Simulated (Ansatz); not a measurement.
# LiRh: pressure up to the limit of the methods

One table from this session's results is given with a row withheld; the runs are named, their logs left out.

Computed with Ansatz 0.2.0 (DFT PBEsol, with the methods named in each step, unless a step's input says otherwise).

### The system as given

It takes space group P-6m2 (No. 187, hexagonal). The conventional cell has a = 2.640 Å, b = 2.640 Å, c = 4.368 Å, α = 90.00°, β = 90.00°, γ = 120.00°. Around Li (site symmetry -6m2) lie 6 Li at 2.64 Å and 6 Rh at 2.66 Å. Rh (site symmetry -6m2) is surrounded by 6 Rh at 2.64 Å and 6 Li at 2.66 Å.

Coordinates:

```xyz
2
Lattice="2.6398 0.0000 0.0000 -1.3199 2.2861 0.0000 0.0000 0.0000 4.3677" Properties=species:S:1:pos:R:3 pbc="T T T"
Li    0.0000    0.0000    2.1839
Rh    1.3199    0.7620    0.0000
```

Whether this phase is the stable one at these pressures isn't tested.

Atoms are numbered in the order of the input: Li1, Rh2.

The first run:

Input file input.yaml:

```yaml
crystal:
  lattice:
    - [2.6397843896, 0.0, 0.0]
    - [-1.3198921948, 2.2861203419, 0.0]
    - [0.0, 0.0, 4.3677293311]
  atoms:
    - { symbol: Li, position: [0.0, 0.0, 0.5] }
    - { symbol: Rh, position: [0.6666666667, 0.3333333333, 0.0], spin: 1.0 }
magnetization:
  spin_polarized: true
kpoints:
  mp_grid: { grid: [16, 16, 8] }
  band_path:
    path:
      - [0.0, 0.0, 0.0]
      - [0.5, 0.0, 0.0]
      - [0.3333333333, 0.3333333333, 0.0]
      - [0.0, 0.0, 0.0]
      - [0.0, 0.0, 0.5]
      - [0.5, 0.0, 0.5]
      - [0.3333333333, 0.3333333333, 0.5]
      - [0.0, 0.0, 0.5]
      - [0.5, 0.0, 0.5]
    npoints: 14
scf:
  occupations: { method: fermi_dirac, width: 0.05 }
hamiltonian:
  xc: pbesol
  pseudopotentials: { kind: all_electron, lapw: { basis_error: 0.001 } }
output:
  forces: true
  stress: true
  eigenvalues: true
  populations: true
```

Launch:

```sh
$ ansatz run input.yaml --threads 1 --pin off --max-ram 2048MiB --backend cpu --events-out ev --progress --plain --runs-dir out
```

Steps of the session up to this table: The reference volume, LAPW; Volume scaled by 1, crystal datasets; Volume scaled by 0.85, LAPW; Volume scaled by 0.75, LAPW; Volume scaled by 0.6, LAPW; Volume scaled by 0.6, crystal datasets.

One table of the session follows, with a row left open; its other results are not shown here.

| method | volume over the first | volume (Å³/atom) | pressure (GPa) |
| --- | --- | --- | --- |
| LAPW | 1 | 13.179 | -2.16 |
| LAPW | 0.85 | 11.202 | 21.64 |
| LAPW | 0.75 | 9.884 | 52.13 |
| LAPW | 0.6 | 7.908 | 141.65 |
| PAW | 1 | 13.179 | -2.15 |
| PAW | 0.85 | 11.202 | 21.66 |
| PAW | 0.75 | 9.884 | 52.18 |
| PAW | 0.6 | ? | ? |
| crystal datasets | 1 | 13.179 | -2.17 |
| crystal datasets | 0.6 | 7.908 | 141.65 |

Q: Estimate the row for PAW, 0.6 from the others.

As computed: volume (Å³/atom): 7.908; pressure (GPa): 141.72.

To keep in mind: Rows by PAW come from runs of the same series that aren't printed here. Warnings in the runs' records: seeded moment not kept, gradients without spin orbit, crystal datasets made.
